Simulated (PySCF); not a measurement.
**H11NOSi4: electronic excitations**

Wanted: the electronic excitations of H11NOSi4 (`N[Si@H](O[SiH3])[SiH2][SiH3]`), by calculation.

Programs: PySCF 2.14.0, with density-fitted response routines of our own. Each step states its level of theory. These are calculated values for one molecule in the gas phase, unless marked as measured. Atoms are numbered from 0 throughout.

**1. Starting geometry**

17 atoms, charge 0, multiplicity 1; geometry from: GFN2-xTB.

Bonds of the start (Å): N0–Si1 1.73, Si1–O2 1.63, O2–Si3 1.61, Si1–Si4 2.30, Si4–Si5 2.32, N0–H6 1.01, N0–H7 1.01, Si1–H8 1.47, Si3–H9 1.46, Si3–H10 1.46, Si3–H11 1.46, Si4–H12 1.48, Si4–H13 1.48, Si5–H14 1.47, Si5–H15 1.47, Si5–H16 1.47.

**2. Ultraviolet spectrum: PBE0/def2-SVPD**

Job settings and geometry (Å):

```
{"job": {"kind": "uv", "xc": "PBE0", "basis": "def2-SVPD", "nstates": 8, "ntriplets": 3}, "charge": 0, "multiplicity": 1}
N      0.031680     1.796613    -0.701163
Si    -0.252533     0.157335    -1.165074
O     -1.842008    -0.083172    -0.902645
Si    -3.153490    -0.423105    -0.028657
Si     1.048093    -1.121553     0.237775
Si     2.844751    -0.035509     1.217592
H     -0.648106     2.493930    -0.961473
H      0.959082     2.180171    -0.776692
H     -0.197392    -0.088076    -2.616294
H     -3.223548     0.504394     1.100385
H     -3.031189    -1.806479     0.431565
H     -4.267450    -0.248490    -0.957863
H      0.242493    -1.765334     1.294569
H      1.570734    -2.284197    -0.510670
H      3.441331    -0.729311     2.362668
H      3.948119     0.152377     0.265801
H      2.522436     1.312436     1.700267
```

Level: TDDFT PBE0/def2-SVPD, vertical, gas phase, core orbitals frozen in the response.

Launch:

```bash
OMP_NUM_THREADS=1 python probes_run.py task.json out
```

One launch serves the whole session: the jobs run in the order shown.

Predict these results of the whole session: lowest singlet (PBE0/def2-SVPD); brightest single state of those computed; lowest triplet; surface potential, 1st and 99th percentile.

The runs gave:

| quantity | value |
| --- | --- |
| lowest singlet (PBE0/def2-SVPD) | 5.50 eV (225 nm), f = 0.011 |
| brightest single state of those computed | state 8, 7.00 eV, f = 0.141 |
| lowest triplet | 5.00 eV |
| surface potential, 1st and 99th percentile | -0.87 V and 1.60 V |

What this shows: The first singlet state (HOMO→LUMO 0.98) lies at 5.50 eV and is weak; of the 8 states computed, the strongest absorption comes from state 8 at 7.00 eV (the last computed, so partners may be missing). The lowest triplet lies 0.50 eV below the lowest singlet (triplets in Tamm-Dancoff, singlets in full TDDFT). At PBE0/def2-SVPD, counted by nearest atom on the grid, the HOMO lies on N0 38 %; H8 17 %, the LUMO on Si1, Si4 about 17 % each; H7, H8, H12 about 8 % each.
